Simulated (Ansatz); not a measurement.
What does this script print? It uses the Ansatz DFT code, driven from Python.

`run_energy.py`
```python
"""Electronic structure of the C2H8OSSi molecule."""

from dataclasses import dataclass
import json

import ansatz as az


@dataclass(frozen=True)
class RunConfig:
    basis_set: str = "def2-SVP"


settings = RunConfig()


def main() -> None:
    geometry_ang = [
        ("O", (-2.0936, -0.9286, -0.1654)),
        ("C", (-0.7673, -0.8268, -0.5404)),
        ("C", (-0.0246, 0.1125, 0.3836)),
        ("Si", (1.9207, 0.18, 0.076)),
        ("S", (-0.6472, 1.8158, 0.2387)),
        ("H", (-2.5317, -0.0091, -0.4239)),
        ("H", (-0.665, -0.5222, -1.5885)),
        ("H", (-0.3344, -1.8285, -0.4747)),
        ("H", (-0.165, -0.179, 1.4762)),
        ("H", (2.5449, 1.0691, 1.0622)),
        ("H", (2.4125, -1.1909, 0.2615)),
        ("H", (2.1566, 0.6191, -1.2934)),
        ("H", (-1.7854, 1.6539, 1.003)),
    ]
    geometry = az.Crystal.molecule()
    for symbol, xyz in geometry_ang:
        geometry = geometry.atom(symbol, xyz)

    setup = (
        geometry.calculation()
        .basis(gaussian=settings.basis_set)
        .functional(az.LibraryFunctional("B2GP-PLYP"))
    )
    print(setup.to_yaml())
    done = setup.run(threads=1, pin="off")
    rep = done.report

    print("reference energy %16.6f eV" % rep["reference_energy_ev"])
    print("total energy     %16.6f eV" % rep["free_energy_ev"])
    print("occupied (up, down):", rep["n_occupied"], " virtual:", rep["n_virtual"], " frozen:", rep["n_frozen"])

    state = rep["mean_field"]["state"]
    print(f"mean field: {state['energy']['hartree']:.7f} Ha, <S^2> = {abs(state['spin_squared']):.4f}, stability: {state.get('stability', {}).get('kind')}")
    with open("c2h8ossi.json", "w") as handle:
        json.dump({k: rep[k] for k in ("free_energy_ev", "reference_energy_ev", "n_occupied", "n_virtual")}, handle, indent=1)


if __name__ == "__main__":
    main()
```

`python run_energy.py` gives:
```text
crystal:
  periodic: [false, false, false]
  atoms:
    - { symbol: O, position_ang: [-2.0936, -0.9286, -0.1654] }
    - { symbol: C, position_ang: [-0.7673, -0.8268, -0.5404] }
    - { symbol: C, position_ang: [-0.0246, 0.1125, 0.3836] }
    - { symbol: Si, position_ang: [1.9207, 0.18, 0.076] }
    - { symbol: S, position_ang: [-0.6472, 1.8158, 0.2387] }
    - { symbol: H, position_ang: [-2.5317, -0.0091, -0.4239] }
    - { symbol: H, position_ang: [-0.665, -0.5222, -1.5885] }
    - { symbol: H, position_ang: [-0.3344, -1.8285, -0.4747] }
    - { symbol: H, position_ang: [-0.165, -0.179, 1.4762] }
    - { symbol: H, position_ang: [2.5449, 1.0691, 1.0622] }
    - { symbol: H, position_ang: [2.4125, -1.1909, 0.2615] }
    - { symbol: H, position_ang: [2.1566, 0.6191, -1.2934] }
    - { symbol: H, position_ang: [-1.7854, 1.6539, 1.003] }
basis:
  gaussian:
    orbitals: def2-SVP
hamiltonian:
  xc:
    name: B2GP-PLYP

reference energy    -22931.243798 eV
total energy        -22939.324180 eV
occupied (up, down): [16, 16]  virtual: [89, 89]  frozen: 13
mean field: -842.7076662 Ha, <S^2> = 0.0000, stability: minimum
```

It writes `c2h8ossi.json`:
```json
{
 "free_energy_ev": -22939.32418031791,
 "reference_energy_ev": -22931.243798102634,
 "n_occupied": [
  16,
  16
 ],
 "n_virtual": [
  89,
  89
 ]
}
```

What to keep in mind:
- Total energies depend on the basis set; only differences at equal settings carry meaning.
- The geometry is a force-field or estimated start, not a minimum of this method, and the basis set is short of its limit.
- For a double hybrid the total adds scaled second-order correlation to the self-consistent reference.
- Timing: 8.3 s on 1 thread of Arm Neoverse V2, with other jobs on the host, peak memory 0.3 GiB.

(Lines on the test bed's own set-up are left out of the output.)
